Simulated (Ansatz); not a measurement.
# FZr: the cost of one run

Computed with Ansatz 0.2.0 (the levels named in each step, unless a step's input says otherwise).

## Step 1: The system as given

Bond lengths: F1–Zr2 2.300 Å.

As a file:

```xyz
2

F     0.0000    0.0000    0.0000
Zr    0.0000    0.0000    2.3004
```

## Step 2: A rough first relaxation, PBE-D4/def2-SVP

This run stands in another session on the same molecule. It ended at:

```xyz
2

F     0.0000    0.0000    0.2185
Zr    0.0000    0.0000    2.0820
```

## Step 3: Relaxation, PBE0-D4/def2-TZVPP

Contents of input.yaml:

```yaml
crystal:
  periodic: [false, false, false]
  atoms:
    - { symbol: F, position_ang: [0.0, -1.0e-08, 0.21845904] }
    - { symbol: Zr, position_ang: [0.0, 1.0e-08, 2.08198096] }
magnetization:
  spin_polarized: true
  initial_magnetization: 1
basis:
  gaussian: { orbitals: def2-TZVPP }
hamiltonian:
  xc: pbe0
  dispersion: d4
relax:
  f_tol: 0.002
  max_steps: 150
```

Command:

```bash
$ ansatz run input.yaml --threads 2 --pin off --max-ram 5120MiB --backend cpu --events-out ev --progress --plain --runs-dir out
```

**Question.** How long does this run take on 2 threads of Intel Xeon at 2.50GHz (Skylake/Cascade Lake), shared host, and how much memory does it need?

About 41 s, with a peak of 0.22 GiB.
